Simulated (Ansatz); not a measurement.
# C3H7BO2: the cost of one run

Program: Ansatz 0.2.0. Level of theory: RKS PBE/def2-SVP. These are calculated values, not measurements.

### Step 1. Starting point

Bond lengths: C1–C2 1.503 Å, C2–B3 1.599 Å, B3–C4 1.513 Å, C4–O5 1.310 Å, C4–O6 1.401 Å, C1–H7 1.068 Å, C1–H8 1.157 Å, C1–H9 1.151 Å, C2–H10 1.090 Å, C2–H11 1.116 Å, B3–H12 1.235 Å, O6–H13 1.053 Å. Angles (14 of 19 angles, heavy atoms first): C1–C2–B3 112.6°, C2–B3–C4 124.0°, B3–C4–O5 119.0°, B3–C4–O6 122.5°, O5–C4–O6 117.9°, C1–C2–H10 110.8°, C1–C2–H11 106.4°, B3–C2–H10 108.8°, B3–C2–H11 109.0°, C2–C1–H7 111.8°, C2–C1–H8 106.4°, C2–C1–H9 110.4°, C2–B3–H12 117.4°, C4–B3–H12 117.8°.

As a file:

```xyz
13

C    -0.5237   -1.7717    0.0043
C     0.7448   -0.9709   -0.0935
B     0.5870    0.5065    0.4976
C    -0.1189    1.6339   -0.2229
O    -0.7776    1.3697   -1.3239
O    -0.2605    2.9118    0.3348
H    -0.4081   -2.7495   -0.4082
H    -1.3196   -1.2005   -0.6114
H    -0.9031   -1.7908    1.0913
H     1.0794   -0.9016   -1.1281
H     1.5113   -1.5209    0.5028
H     1.2383    0.7869    1.5092
H    -0.8288    3.6622   -0.1372
```

### Step 2. End point A

input.yaml

```yaml
crystal:
  periodic: [false, false, false]
  atoms:
    - { symbol: C, position_ang: [-0.5237, -1.7717, 0.0043] }
    - { symbol: C, position_ang: [0.7448, -0.9709, -0.0935] }
    - { symbol: B, position_ang: [0.587, 0.5065, 0.4976] }
    - { symbol: C, position_ang: [-0.1189, 1.6339, -0.2229] }
    - { symbol: O, position_ang: [-0.7776, 1.3697, -1.3239] }
    - { symbol: O, position_ang: [-0.2605, 2.9118, 0.3348] }
    - { symbol: H, position_ang: [-0.4081, -2.7495, -0.4082] }
    - { symbol: H, position_ang: [-1.3196, -1.2005, -0.6114] }
    - { symbol: H, position_ang: [-0.9031, -1.7908, 1.0913] }
    - { symbol: H, position_ang: [1.0794, -0.9016, -1.1281] }
    - { symbol: H, position_ang: [1.5113, -1.5209, 0.5028] }
    - { symbol: H, position_ang: [1.2383, 0.7869, 1.5092] }
    - { symbol: H, position_ang: [-0.8288, 3.6622, -0.1372] }
basis:
  gaussian: { orbitals: def2-SVP }
hamiltonian:
  xc: pbe
relax:
  f_tol: 0.015
  max_steps: 40
output:
  orbitals: {}
```

Launch:

```
$ ansatz run input.yaml --threads 2 --pin off --max-ram 3072MiB --backend cpu --events-out ev --progress --plain --runs-dir out
```

What time and memory should one allow on 2 threads of Arm Neoverse V2, shared host?

About 71 s, with a peak of 0.15 GiB.
